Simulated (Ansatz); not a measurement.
# C2H6SeSi: rotation by 120° about the Si1–C2 bond, part 2 of 2

Wanted: the energy profile along the rotation by 120° about the Si1–C2 bond, from relaxed end points and a band of images. SMILES of the start: [SiH3]CC=[Se].

Ansatz 0.2.0; RHF/def2-SVP. Earlier steps stand in the parts before.

## 7. The band again, with other settings

crystal.atoms is end A as relaxed above, and neb.final_atoms is end B, turned to lie on A. With 3 inner images the band has 5 in all. The start path is listed, through a guess of the saddle.

The input, input.yaml:

```yaml
crystal:
  periodic: [false, false, false]
  atoms:
    - { symbol: Si, position_ang: [-0.771374, 1.110165, -0.158291] }
    - { symbol: C, position_ang: [0.014754, -0.461725, 0.60312] }
    - { symbol: C, position_ang: [1.100013, -1.022175, -0.237435] }
    - { symbol: Se, position_ang: [0.983698, -2.360943, -1.353614] }
    - { symbol: H, position_ang: [-1.453644, 0.772123, -1.425027] }
    - { symbol: H, position_ang: [-1.748389, 1.652696, 0.813823] }
    - { symbol: H, position_ang: [0.279882, 2.122546, -0.414671] }
    - { symbol: H, position_ang: [-0.785918, -1.188051, 0.748556] }
    - { symbol: H, position_ang: [0.409295, -0.169179, 1.581458] }
    - { symbol: H, position_ang: [2.054683, -0.506656, -0.154919] }
basis:
  gaussian: { orbitals: def2-SVP }
hamiltonian:
  xc: hf
neb:
  order_check: false
  images: 3
  f_tol: 0.05
  max_iterations: 60
  climbing: false
  final_atoms:
    - { symbol: Si, position_ang: [-0.76378857, 1.10930498, -0.18853519] }
    - { symbol: C, position_ang: [-0.18985985, -0.62392365, 0.39036609] }
    - { symbol: C, position_ang: [1.21859011, -0.90799043, 0.02476786] }
    - { symbol: Se, position_ang: [1.78611233, -1.8308741, -1.34561269] }
    - { symbol: H, position_ang: [-2.12735319, 1.34261997, 0.34049399] }
    - { symbol: H, position_ang: [0.153411, 2.1447386, 0.34243949] }
    - { symbol: H, position_ang: [-0.77790409, 1.16946488, -1.66495314] }
    - { symbol: H, position_ang: [-0.8678433, -1.35452941, -0.05257539] }
    - { symbol: H, position_ang: [-0.30950838, -0.64506198, 1.47817707] }
    - { symbol: H, position_ang: [1.96114394, -0.45494787, 0.67843191] }
  initial_path:
    images:
      - { positions_ang: [[-0.771374, 1.110165, -0.158291], [0.014754, -0.461725, 0.60312], [1.100013, -1.022175, -0.237435], [0.983698, -2.360943, -1.353614], [-1.453644, 0.772123, -1.425027], [-1.748389, 1.652696, 0.813823], [0.279882, 2.122546, -0.414671], [-0.785918, -1.188051, 0.748556], [0.409295, -0.169179, 1.581458], [2.054683, -0.506656, -0.154919]] }
      - { positions_ang: [[-0.76548844, 1.02216268, -0.19562451], [-0.03908946, -0.49154542, 0.60298191], [1.14362588, -0.94537775, -0.14098469], [1.10799174, -1.8088955, -1.55389653], [-1.78093619, 0.71687436, -1.13086386], [-1.3474272, 1.86730815, 0.78178334], [0.21631419, 1.77660495, -0.85917352], [-0.76985456, -1.27001012, 0.62896689], [0.22872051, -0.22569303, 1.65345726], [2.08914354, -0.69262732, 0.21635369]] }
      - { positions_ang: [[-0.75960289, 0.93416035, -0.23295801], [-0.09293292, -0.52136583, 0.60284382], [1.18723876, -0.8685805, -0.04453437], [1.23228547, -1.256848, -1.75417906], [-2.10822838, 0.66162572, -0.83670071], [-0.94646539, 2.0819203, 0.74974369], [0.15274638, 1.43066389, -1.30367604], [-0.75379112, -1.35196924, 0.50937777], [0.04814602, -0.28220705, 1.72545653], [2.12360408, -0.87859864, 0.58762637]] }
      - { positions_ang: [[-0.76169573, 1.02173267, -0.2107466], [-0.14139639, -0.57264474, 0.49660496], [1.20291444, -0.88828546, -0.00988326], [1.5091989, -1.54386105, -1.54989587], [-2.11779078, 1.00212284, -0.24810336], [-0.39652719, 2.11332945, 0.54609159], [-0.31257886, 1.30006439, -1.48431459], [-0.81081721, -1.35324933, 0.22840119], [-0.13068118, -0.46363451, 1.6018168], [2.04237401, -0.66677325, 0.63302914]] }
      - { positions_ang: [[-0.76378857, 1.10930498, -0.18853519], [-0.18985985, -0.62392365, 0.39036609], [1.21859011, -0.90799043, 0.02476786], [1.78611233, -1.8308741, -1.34561269], [-2.12735319, 1.34261997, 0.34049399], [0.153411, 2.1447386, 0.34243949], [-0.77790409, 1.16946488, -1.66495314], [-0.8678433, -1.35452941, -0.05257539], [-0.30950838, -0.64506198, 1.47817707], [1.96114394, -0.45494787, 0.67843191]] }
```

On the command line:

```
$ ansatz run input.yaml --threads 2 --pin off --max-ram 3072MiB --backend cpu --events-out ev --progress --plain --runs-dir out
```

The program printed, shortened:

```text
Warning: RAYON_NUM_THREADS=2 ignored (pool sized by the plan → 2); use --threads N
[...]
Functional definition: HF
[...]
1166 factors; integrals over basis functions are off by at most 4.0e-4 eV
[...]
mean field -75308.19029822 eV, -2767.5249477349 hartree, gradient 1.8e-5 eV, S^2 0.000000; 0 other end points of the search recorded, 0 dependent functions left out
[...]
reference -75308.19029822 eV, -2767.5249477349 hartree; 33, 33 occupied and 75, 75 virtual orbitals, 1166 factors
[...]
Atom 6 at     0.042580     1.643384    -1.239105 Å, force     0.000650    -0.000321     0.003119 eV/Å
Atom 7 at    -0.816483    -1.351510     0.279572 Å, force     0.003502    -0.000396    -0.007108 eV/Å
Atom 8 at     0.002663    -0.465910     1.581097 Å, force    -0.007167    -0.007980    -0.001071 eV/Å
Atom 9 at     2.080940    -0.400882     0.360831 Å, force    -0.009589     0.009996    -0.020932 eV/Å
Dipole moment:    -0.200309     0.325901     0.438486 e Å
this run last wrote the band of iteration 15 to <dir>
```

It took 48 s on 2 threads of Intel Xeon 6975P-C (Granite Rapids), shared host; peak memory 0.26 GiB.

## 8. What the band shows

The 3 inner images lie between the fixed ends 0 and 4. Energy is taken from image 0, and the path length is the program's own coordinate along the band.

| image | path (Å) | energy (eV) | dihedral H5–Si1–C2–C3 (°) | band force (eV/Å) |
| --- | --- | --- | --- | --- |
| 0 | 0.000 | 0.0000 | 65 | - |
| 1 | 1.036 | 0.0455 | 95 | 0.006 |
| 2 | 2.072 | 0.0904 | 125 | 0.023 |
| 3 | 3.107 | 0.0420 | 156 | 0.002 |
| 4 | 4.143 | 0.0001 | -174 | - |

image, energy (eV) and a bar:
```
        0      0.000 
        1      0.046 ###############
        2      0.090 ##############################
        3      0.042 ##############
        4      0.000
```

## 9. Another band, settings changed

crystal.atoms is end A as relaxed above, and neb.final_atoms is end B, turned to lie on A. With 5 inner images the band has 7 in all. The start path is listed, through a guess of the saddle.

The input, input.yaml:

```yaml
crystal:
  periodic: [false, false, false]
  atoms:
    - { symbol: Si, position_ang: [-0.771374, 1.110165, -0.158291] }
    - { symbol: C, position_ang: [0.014754, -0.461725, 0.60312] }
    - { symbol: C, position_ang: [1.100013, -1.022175, -0.237435] }
    - { symbol: Se, position_ang: [0.983698, -2.360943, -1.353614] }
    - { symbol: H, position_ang: [-1.453644, 0.772123, -1.425027] }
    - { symbol: H, position_ang: [-1.748389, 1.652696, 0.813823] }
    - { symbol: H, position_ang: [0.279882, 2.122546, -0.414671] }
    - { symbol: H, position_ang: [-0.785918, -1.188051, 0.748556] }
    - { symbol: H, position_ang: [0.409295, -0.169179, 1.581458] }
    - { symbol: H, position_ang: [2.054683, -0.506656, -0.154919] }
basis:
  gaussian: { orbitals: def2-SVP }
hamiltonian:
  xc: hf
neb:
  order_check: false
  images: 5
  f_tol: 0.05
  max_iterations: 60
  optimiser: fire
  climbing: immediate
  final_atoms:
    - { symbol: Si, position_ang: [-0.76378857, 1.10930498, -0.18853519] }
    - { symbol: C, position_ang: [-0.18985985, -0.62392365, 0.39036609] }
    - { symbol: C, position_ang: [1.21859011, -0.90799043, 0.02476786] }
    - { symbol: Se, position_ang: [1.78611233, -1.8308741, -1.34561269] }
    - { symbol: H, position_ang: [-2.12735319, 1.34261997, 0.34049399] }
    - { symbol: H, position_ang: [0.153411, 2.1447386, 0.34243949] }
    - { symbol: H, position_ang: [-0.77790409, 1.16946488, -1.66495314] }
    - { symbol: H, position_ang: [-0.8678433, -1.35452941, -0.05257539] }
    - { symbol: H, position_ang: [-0.30950838, -0.64506198, 1.47817707] }
    - { symbol: H, position_ang: [1.96114394, -0.45494787, 0.67843191] }
  initial_path:
    images:
      - { positions_ang: [[-0.771374, 1.110165, -0.158291], [0.014754, -0.461725, 0.60312], [1.100013, -1.022175, -0.237435], [0.983698, -2.360943, -1.353614], [-1.453644, 0.772123, -1.425027], [-1.748389, 1.652696, 0.813823], [0.279882, 2.122546, -0.414671], [-0.785918, -1.188051, 0.748556], [0.409295, -0.169179, 1.581458], [2.054683, -0.506656, -0.154919]] }
      - { positions_ang: [[-0.7674503, 1.05149678, -0.18318], [-0.02114164, -0.48160528, 0.60302794], [1.12908825, -0.97097683, -0.17313479], [1.06656049, -1.99291133, -1.48713569], [-1.67183879, 0.73529057, -1.22891824], [-1.48108113, 1.79577077, 0.79246323], [0.23750346, 1.89191863, -0.71100601], [-0.77520904, -1.24269041, 0.66882992], [0.28891201, -0.20685502, 1.62945751], [2.07765669, -0.63063688, 0.09259612]] }
      - { positions_ang: [[-0.76352659, 0.99282857, -0.20806901], [-0.05703728, -0.50148555, 0.60293588], [1.15816351, -0.91977867, -0.10883458], [1.14942298, -1.62487967, -1.62065737], [-1.89003359, 0.69845814, -1.03280947], [-1.21377326, 1.93884554, 0.77110346], [0.19512492, 1.66129126, -1.00734102], [-0.76450008, -1.29732983, 0.58910385], [0.16852901, -0.24453103, 1.67745702], [2.10063039, -0.75461776, 0.34011125]] }
      - { positions_ang: [[-0.75960289, 0.93416035, -0.23295801], [-0.09293292, -0.52136583, 0.60284382], [1.18723876, -0.8685805, -0.04453437], [1.23228547, -1.256848, -1.75417906], [-2.10822838, 0.66162572, -0.83670071], [-0.94646539, 2.0819203, 0.74974369], [0.15274638, 1.43066389, -1.30367604], [-0.75379112, -1.35196924, 0.50937777], [0.04814602, -0.28220705, 1.72545653], [2.12360408, -0.87859864, 0.58762637]] }
      - { positions_ang: [[-0.76099812, 0.9925419, -0.2181504], [-0.1252419, -0.55555177, 0.53201791], [1.19768921, -0.88171714, -0.02143363], [1.41689442, -1.44819003, -1.61799027], [-2.11460332, 0.8886238, -0.44430248], [-0.57983993, 2.10285973, 0.61397562], [-0.15747044, 1.34359756, -1.42410174], [-0.79180851, -1.35282263, 0.32206005], [-0.07107212, -0.40315869, 1.64303004], [2.0694507, -0.73738172, 0.61789488]] }
      - { positions_ang: [[-0.76239334, 1.05092344, -0.20334279], [-0.15755088, -0.58973771, 0.461192], [1.20813966, -0.89485379, 0.00166712], [1.60150338, -1.63953206, -1.48180148], [-2.12097825, 1.11562188, -0.05190425], [-0.21321446, 2.12379917, 0.47820756], [-0.46768727, 1.25653122, -1.54452744], [-0.82982591, -1.35367602, 0.13474233], [-0.19029025, -0.52411034, 1.56060356], [2.01529732, -0.59616479, 0.6481634]] }
      - { positions_ang: [[-0.76378857, 1.10930498, -0.18853519], [-0.18985985, -0.62392365, 0.39036609], [1.21859011, -0.90799043, 0.02476786], [1.78611233, -1.8308741, -1.34561269], [-2.12735319, 1.34261997, 0.34049399], [0.153411, 2.1447386, 0.34243949], [-0.77790409, 1.16946488, -1.66495314], [-0.8678433, -1.35452941, -0.05257539], [-0.30950838, -0.64506198, 1.47817707], [1.96114394, -0.45494787, 0.67843191]] }
```

On the command line:

```
$ ansatz run input.yaml --threads 2 --pin off --max-ram 3072MiB --backend cpu --events-out ev --progress --plain --runs-dir out
```

The program printed:

```text
Warning: RAYON_NUM_THREADS=2 ignored (pool sized by the plan → 2); use --threads N
Engine: ansatz 0.2.0, x86_64-unknown-linux-gnu
[... 1 set-up line as earlier in the session ...]
  exchange = exact_x
  correlation = 0
1166 factors; integrals over basis functions are off by at most 4.0e-4 eV
mean field evaluation 1: about -75306.3840 eV, gradient 2.1e1 eV
mean field evaluation 2: about -75306.4314 eV, gradient 2.1e1 eV
mean field evaluation 4: about -75308.1569 eV, gradient 3.1e0 eV
mean field evaluation 8: about -75308.1903 eV, gradient 5.5e-4 eV
mean field -75308.19029822 eV, -2767.5249477349 hartree, gradient 1.8e-5 eV, S^2 0.000000; 0 other end points of the search recorded, 0 dependent functions left out
[... 4 lines left out ...]
mean field -75308.19024651 eV, -2767.5249458343 hartree, gradient 1.8e-5 eV, S^2 0.000000; 0 other end points of the search recorded, 0 dependent functions left out
[... 2 lines left out ...]
NEB end point (image 0): max|allowed force component| = 1.139e-3 eV/Å (the criterion of neb.relax_end_points is 1.000e-2)
NEB end point (image 6): max|allowed force component| = 5.741e-3 eV/Å (the criterion of neb.relax_end_points is 1.000e-2)
[... 2 lines left out ...]
mean field -75307.76712540 eV, -2767.5093964205 hartree, gradient 2.1e-5 eV, S^2 0.000000; 0 other end points of the search recorded, 0 dependent functions left out
[... 3 lines left out ...]
mean field -75307.63221878 eV, -2767.5044386937 hartree, gradient 2.0e-5 eV, S^2 0.000000; 0 other end points of the search recorded, 0 dependent functions left out
[... 3 lines left out ...]
mean field -75307.52201240 eV, -2767.5003886838 hartree, gradient 1.7e-5 eV, S^2 0.000000; 0 other end points of the search recorded, 0 dependent functions left out
[... 4 lines left out ...]
mean field -75307.50820009 eV, -2767.4998810907 hartree, gradient 2.8e-5 eV, S^2 0.000000; 0 other end points of the search recorded, 0 dependent functions left out
[... 3 lines left out ...]
mean field -75307.67874622 eV, -2767.5061485456 hartree, gradient 2.8e-5 eV, S^2 0.000000; 0 other end points of the search recorded, 0 dependent functions left out
[... from here on, the SCF cycles and remarks between the steps are left out, and one step in 2 is shown ...]
NEB iter   1: max|band force component| = 3.550e0 eV/Å  barrier→ = 0.6821 eV  barrier← = 0.6820 eV  CI = image 4  Δτ_max = 0.0580 Å  (261 SCF iters)
NEB iter   2: max|band force component| = 1.525e0 eV/Å  barrier→ = 0.4041 eV  barrier← = 0.4040 eV  CI = image 4  Δτ_max = 0.0656 Å  (187 SCF iters)
NEB iter   4: max|band force component| = 2.398e0 eV/Å  barrier→ = 0.4082 eV  barrier← = 0.4081 eV  CI = image 3  Δτ_max = 0.0238 Å  (176 SCF iters)
NEB iter   6: max|band force component| = 1.328e0 eV/Å  barrier→ = 0.3322 eV  barrier← = 0.3321 eV  CI = image 3  Δτ_max = 0.0014 Å  (179 SCF iters)
NEB iter   8: max|band force component| = 1.025e0 eV/Å  barrier→ = 0.3194 eV  barrier← = 0.3193 eV  CI = image 3  Δτ_max = 0.0039 Å  (144 SCF iters)
NEB iter  10: max|band force component| = 4.583e-1 eV/Å  barrier→ = 0.3010 eV  barrier← = 0.3010 eV  CI = image 3  Δτ_max = 0.0050 Å  (150 SCF iters)
NEB iter  12: max|band force component| = 4.291e-1 eV/Å  barrier→ = 0.2919 eV  barrier← = 0.2918 eV  CI = image 3  Δτ_max = 0.0049 Å  (151 SCF iters)
NEB iter  14: max|band force component| = 6.436e-1 eV/Å  barrier→ = 0.2889 eV  barrier← = 0.2888 eV  CI = image 3  Δτ_max = 0.0016 Å  (125 SCF iters)
NEB iter  16: max|band force component| = 3.990e-1 eV/Å  barrier→ = 0.2831 eV  barrier← = 0.2831 eV  CI = image 3  Δτ_max = 0.0025 Å  (139 SCF iters)
NEB iter  18: max|band force component| = 3.829e-1 eV/Å  barrier→ = 0.2770 eV  barrier← = 0.2769 eV  CI = image 3  Δτ_max = 0.0038 Å  (144 SCF iters)
NEB iter  20: max|band force component| = 3.584e-1 eV/Å  barrier→ = 0.2705 eV  barrier← = 0.2704 eV  CI = image 3  Δτ_max = 0.0061 Å  (147 SCF iters)
NEB iter  22: max|band force component| = 3.325e-1 eV/Å  barrier→ = 0.2588 eV  barrier← = 0.2587 eV  CI = image 3  Δτ_max = 0.0093 Å  (144 SCF iters)
NEB iter  24: max|band force component| = 3.088e-1 eV/Å  barrier→ = 0.2425 eV  barrier← = 0.2424 eV  CI = image 3  Δτ_max = 0.0141 Å  (149 SCF iters)
NEB iter  26: max|band force component| = 2.962e-1 eV/Å  barrier→ = 0.2235 eV  barrier← = 0.2235 eV  CI = image 3  Δτ_max = 0.0194 Å  (151 SCF iters)
NEB iter  28: max|band force component| = 2.077e-1 eV/Å  barrier→ = 0.2023 eV  barrier← = 0.2022 eV  CI = image 3  Δτ_max = 0.0255 Å  (158 SCF iters)
NEB iter  30: max|band force component| = 1.575e-1 eV/Å  barrier→ = 0.1825 eV  barrier← = 0.1824 eV  CI = image 3  Δτ_max = 0.0313 Å  (158 SCF iters)
NEB iter  32: max|band force component| = 9.727e-2 eV/Å  barrier→ = 0.1678 eV  barrier← = 0.1677 eV  CI = image 3  Δτ_max = 0.0360 Å  (162 SCF iters)
NEB iter  34: max|band force component| = 8.614e-2 eV/Å  barrier→ = 0.1615 eV  barrier← = 0.1614 eV  CI = image 3  Δτ_max = 0.0018 Å  (146 SCF iters)
NEB iter  36: max|band force component| = 8.456e-2 eV/Å  barrier→ = 0.1594 eV  barrier← = 0.1594 eV  CI = image 3  Δτ_max = 0.0051 Å  (145 SCF iters)
NEB iter  38: max|band force component| = 7.474e-2 eV/Å  barrier→ = 0.1557 eV  barrier← = 0.1556 eV  CI = image 3  Δτ_max = 0.0079 Å  (150 SCF iters)
NEB iter  40: max|band force component| = 7.733e-2 eV/Å  barrier→ = 0.1520 eV  barrier← = 0.1520 eV  CI = image 3  Δτ_max = 0.0110 Å  (151 SCF iters)
NEB iter  42: max|band force component| = 6.834e-2 eV/Å  barrier→ = 0.1487 eV  barrier← = 0.1487 eV  CI = image 3  Δτ_max = 0.0167 Å  (157 SCF iters)
NEB iter  44: max|band force component| = 1.179e-1 eV/Å  barrier→ = 0.1447 eV  barrier← = 0.1446 eV  CI = image 3  Δτ_max = 0.0242 Å  (158 SCF iters)
NEB iter  46: max|band force component| = 6.313e-2 eV/Å  barrier→ = 0.1416 eV  barrier← = 0.1415 eV  CI = image 3  Δτ_max = 0.0038 Å  (143 SCF iters)
NEB iter  48: max|band force component| = 1.930e-1 eV/Å  barrier→ = 0.1416 eV  barrier← = 0.1416 eV  CI = image 3  Δτ_max = 0.0017 Å  (126 SCF iters)
NEB iter  50: max|band force component| = 6.617e-2 eV/Å  barrier→ = 0.1410 eV  barrier← = 0.1410 eV  CI = image 3  Δτ_max = 0.0000 Å  (139 SCF iters)
NEB iter  52: max|band force component| = 6.563e-2 eV/Å  barrier→ = 0.1410 eV  barrier← = 0.1409 eV  CI = image 3  Δτ_max = 0.0001 Å  (113 SCF iters)
NEB iter  54: max|band force component| = 6.449e-2 eV/Å  barrier→ = 0.1409 eV  barrier← = 0.1409 eV  CI = image 3  Δτ_max = 0.0002 Å  (120 SCF iters)
NEB iter  56: max|band force component| = 6.312e-2 eV/Å  barrier→ = 0.1408 eV  barrier← = 0.1408 eV  CI = image 3  Δτ_max = 0.0003 Å  (122 SCF iters)
NEB iter  58: max|band force component| = 6.186e-2 eV/Å  barrier→ = 0.1407 eV  barrier← = 0.1406 eV  CI = image 3  Δτ_max = 0.0006 Å  (123 SCF iters)
NEB iter  60: max|band force component| = 6.146e-2 eV/Å  barrier→ = 0.1405 eV  barrier← = 0.1404 eV  CI = image 3  Δτ_max = 0.0009 Å  (125 SCF iters)
[...]
this run last wrote the band of iteration 60 to <dir>
Error: NEB band did not converge after 60 iterations: max|band force component| = 6.15e-2 eV/Å (threshold 5.0e-2); raise `neb.max_iterations` in a new run, which can start from the last band evaluated (`neb.initial_path`, with `crystal.atoms` and `neb.final_atoms` set to its first and last images), add images, or start from endpoints closer to local minima. Where this run's directory can be resumed (`checkpoint.write`), a resume goes on for up to `neb.max_iterations` more; to start a new run from the last band, take its images' positions from the `neb_iteration` event of iteration 60 (`data.images[].positions_ang`), in the event stream of the run that computed that iteration (not this run's, if it was resumed behind it). With `checkpoint.write`, `steps/00-neb/state/checkpoint.json` in the run directory holds the last saved band, under `neb.evaluated.images[].positions_ang` (a band under a hybrid functional on support functions is neither saved nor resumed: `neb.initial_path` says where its path is): check the last entry of `neb.iterations` there, which is earlier than 60 if that iteration was not saved or its write failed. If the band's step has no `state` directory and holds `state.next`, a write was cut short, and the file is under `state.next` instead (behind a loss of power it can be under `state.prev`)
this run wrote the band of iteration 60 to <dir> as well, whether or not its events were kept: a new run's `neb.initial_path` can list its `images[].positions_ang`
a run's events are kept only if it was started with --events-out <file>, and are in that file
```

It took 4.6 min on 2 threads of Intel Xeon 6975P-C (Granite Rapids), shared host; peak memory 0.25 GiB.

## 10. Images and barrier

The run ended unconverged after 60 band iterations. The table shows its last band, which is no minimum-energy path. Images 0 and 6 are the ends. Energies count from image 0; the path length is the program's own measure over all atoms.

| image | path (Å) | energy (eV) | dihedral H5–Si1–C2–C3 (°) | band force (eV/Å) |
| --- | --- | --- | --- | --- |
| 0 | 0.000 | 0.0000 | 65 | - |
| 1 | 0.728 | 0.0259 | 82 | 0.014 |
| 2 | 1.454 | 0.0889 | 100 | 0.041 |
| 3* | 2.178 | 0.1405 | 119 | 0.061 |
| 4 | 2.927 | 0.1016 | 141 | 0.048 |
| 5 | 3.683 | 0.0342 | 163 | 0.029 |
| 6 | 4.440 | 0.0001 | -174 | - |

The star marks the climbing image.

image, energy (eV) and a bar:
```
        0      0.000 
        1      0.026 ######
        2      0.089 ###################
        3      0.140 ##############################
        4      0.102 ######################
        5      0.034 #######
        6      0.000
```

## 11. Outcome

The summary covers parts 1 to 2.

```
                                quantity                                                                     value
                                   end A                                                  10 moves, 0.552 eV lower
                                   end B                                                   8 moves, 0.553 eV lower
            first band: barrier forwards                                                                  0.088 eV
           first band: barrier backwards                                                                  0.088 eV
first band: second end relative to first                                                                  0.000 eV
               first band: highest image                                                     3 of 0 to 6, climbing
             first band: band iterations                                                                        16
              imaginary modes at the top                                                                 143i cm⁻¹
                             second band  top 0.090 eV above image 0, 15 iterations, 3 inner images, none climbing
             time, first and second band                                                             85 s and 48 s
                              third band                              not converged, 60 iterations, 5 inner images
              time, first and third band                                                          85 s and 4.6 min
```

What this shows: In the first band: the barrier from the first end is 0.088 eV, 3 times kT at 300 K, which at an assumed attempt frequency of 10^13 s⁻¹ means a rate near 10^12 s⁻¹. The two ends lie within 1 meV of each other. The listed dihedral goes from 65° at end A through 124° at the highest image to -174° at end B. One imaginary mode, as a first-order saddle point has. The second band's top lies 2 meV above the first's, so the changed settings hardly move the height. Zero-point energy and entropy are left out.
